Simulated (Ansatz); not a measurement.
# C2H10InP: the cost of one run

Method: the settings change from run to run; program: Ansatz 0.2.0, Gaussian basis.

## Step 1: The relaxed structure

The structure was relaxed beforehand with PBE0-D4 in a triple-zeta def2 set. In takes a core potential in def2 sets; no spin-orbit term is included.

SMILES `[CH3][InH-]([CH3])[PH3+]`, 14 atoms, charge 0, spin multiplicity 1.

Atoms are counted from 1 here; the program's logs count them from 0.

Bond lengths: C1–In2 2.172 Å, C1–H5 1.092 Å, C1–H6 1.093 Å, C1–H7 1.091 Å, In2–C3 2.172 Å, In2–P4 2.841 Å, In2–H8 1.742 Å, C3–H9 1.093 Å, C3–H10 1.092 Å, C3–H11 1.091 Å, P4–H12 1.412 Å, P4–H13 1.413 Å, P4–H14 1.412 Å. Angles: In2–C1–H5 111.2°, In2–C1–H6 109.5°, In2–C1–H7 111.5°, H5–C1–H6 107.8°, H5–C1–H7 108.9°, H6–C1–H7 107.8°, C1–In2–C3 119.2°, C1–In2–P4 95.9°, C1–In2–H8 119.2°, C3–In2–P4 96.0°, C3–In2–H8 119.2°, P4–In2–H8 93.4°, In2–C3–H9 109.5°, In2–C3–H10 111.2°, In2–C3–H11 111.5°, H9–C3–H10 107.8°, H9–C3–H11 107.8°, H10–C3–H11 108.9° and more.

## Step 2: wPBEh/def2-SVPD

Options: charge +1, multiplicity 2.

The input, in.yaml:

```yaml
crystal:
  periodic: [false, false, false]
  atoms:
    - {symbol: C, position_ang: [-1.015705, 1.677873, -0.983620]}
    - {symbol: In, position_ang: [-0.163319, 0.647439, 0.727436]}
    - {symbol: C, position_ang: [1.989765, 0.389275, 0.844280]}
    - {symbol: P, position_ang: [-0.725153, -1.978461, -0.200936]}
    - {symbol: H, position_ang: [-0.476608, 1.433768, -1.900982]}
    - {symbol: H, position_ang: [-0.944956, 2.757566, -0.830971]}
    - {symbol: H, position_ang: [-2.069992, 1.428417, -1.115634]}
    - {symbol: H, position_ang: [-1.122876, 0.454118, 2.168718]}
    - {symbol: H, position_ang: [2.445864, 1.304111, 1.230413]}
    - {symbol: H, position_ang: [2.418252, 0.191641, -0.140134]}
    - {symbol: H, position_ang: [2.258305, -0.426716, 1.517498]}
    - {symbol: H, position_ang: [-0.365213, -3.096551, 0.583072]}
    - {symbol: H, position_ang: [-0.181806, -2.444037, -1.419106]}
    - {symbol: H, position_ang: [-2.059457, -2.367642, -0.451237]}
basis:
  gaussian: {orbitals: def2-SVPD}
total_charge: 1
magnetization: {spin_polarized: true, initial_magnetization: 1}
hamiltonian: {xc: {name: wPBEh}}
```

Launch:

```console
> ansatz run in.yaml --threads 4 --pin off --events-out ev --progress --plain --max-ram 11315MiB
```

Q: Estimate wall time and peak memory on 4 threads of Arm Neoverse N1, shared host.

About 33 s, with a peak of 0.77 GiB.
